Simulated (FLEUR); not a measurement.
# NbTe: band structure with LDA

NbTe:

```
Te Nb
1.0
     3.70297    0.00000    0.00000
    -1.85149    3.20687    0.00000
     0.00000    0.00000    3.69421
Te Nb
1 1
Cartesian
  1.8515 1.0690 0.0000
  0.0000 0.0000 1.8471
```

The cell comes from a database or a generator and needn't be the stable form of this composition.

```
Program                  : FLEUR MaX-R8.1 (later development tree)
Task                     : band structure
Functional               : LDA
Potentials or basis      : all-electron
Basis                    : FLAPW
Kmax                     : 4.19 1/bohr
k mesh                   : 8 × 8 × 7
Occupations              : fermi-dirac, width 0.05 eV
Spin                     : no spin polarisation
Gmax                     : 13 1/bohr
Muffin-tin radii         : Te 2.34, Nb 2.6 bohr
lmax                     : Te 9, Nb 10
lnonsphr                 : Te 9, Nb 10
Local orbitals a species : Te 6, Nb 5
Max iterations           : 60
Mixing factor            : 0.05
Mixer                    : Anderson
Mixer history            : 15
Density convergence      : 1e-05 me/bohr^3
```

```
Band gap along the path                               : none (metal or under the smearing width)
Valence electrons inside the program's atomic spheres : Te 19.28; Nb 11.22 (radii Te 2.34, Nb 2.6 bohr)
```

Levels at the corners of the path, in eV from the Fermi level:
| point | band 14 | band 15 | band 16 | band 17 | band 18 | band 19 | band 20 | band 21 |
| --- | --- | --- | --- | --- | --- | --- | --- | --- |
| Γ | -3.16 | -3.16 | -2.99 | -2.35 | 0.13 | 0.13 | 2.41 | 2.41 |
| M | -7.18 | -3.84 | -2.62 | -2.61 | -0.19 | 1.22 | 1.46 | 3.01 |
| K | -6.49 | -5.42 | -3.78 | -0.93 | -0.13 | 0.17 | 0.39 | 4.59 |
| Γ | -3.16 | -3.16 | -2.99 | -2.35 | 0.13 | 0.13 | 2.41 | 2.41 |
| A | -7.52 | -2.62 | -2.62 | -0.97 | -0.97 | 0.63 | 1.63 | 1.63 |
| L | -5.95 | -5.86 | -4.25 | -1.34 | 1.14 | 1.24 | 1.78 | 2.74 |
| H | -6.24 | -5.73 | -4.44 | -1.09 | 1.10 | 1.64 | 2.07 | 2.77 |
| A | -7.52 | -2.62 | -2.62 | -0.97 | -0.97 | 0.63 | 1.63 | 1.63 |
| L | -5.95 | -5.86 | -4.25 | -1.34 | 1.14 | 1.24 | 1.78 | 2.74 |
| M | -7.18 | -3.84 | -2.62 | -2.61 | -0.19 | 1.22 | 1.46 | 3.01 |
| K | -6.49 | -5.42 | -3.78 | -0.93 | -0.13 | 0.17 | 0.39 | 4.59 |
| H | -6.24 | -5.73 | -4.44 | -1.09 | 1.10 | 1.64 | 2.07 | 2.77 |

Core levels (eV from the Fermi level):
| atom | levels |
| --- | --- |
| 1 Te | 1s1/2 -31568.0, 2s1/2 -4837.4, 2p1/2 -4534.4, 2p3/2 -4260.3, 3s1/2 -959.2, 3p1/2 -834.5, 3p3/2 -783.4, 4s1/2 -160.1, 3d3/2 -562.4, 3d5/2 -551.7 |
| 2 Nb | 1s1/2 -18770.3, 2s1/2 -2623.3, 2p1/2 -2409.0, 2p3/2 -2313.3, 3s1/2 -434.7, 3p1/2 -354.0, 3p3/2 -338.5, 3d3/2 -195.4, 3d5/2 -192.5 |

Wall time 110 s on 1 thread of Intel(R) Xeon(R) Platinum 8259CL CPU @ 2.50GHz (Skylake/Cascade Lake) (shared host), peak memory 0.08 GiB.

Caveat: spin-orbit coupling is left out, which moves the levels of the heavy elements.
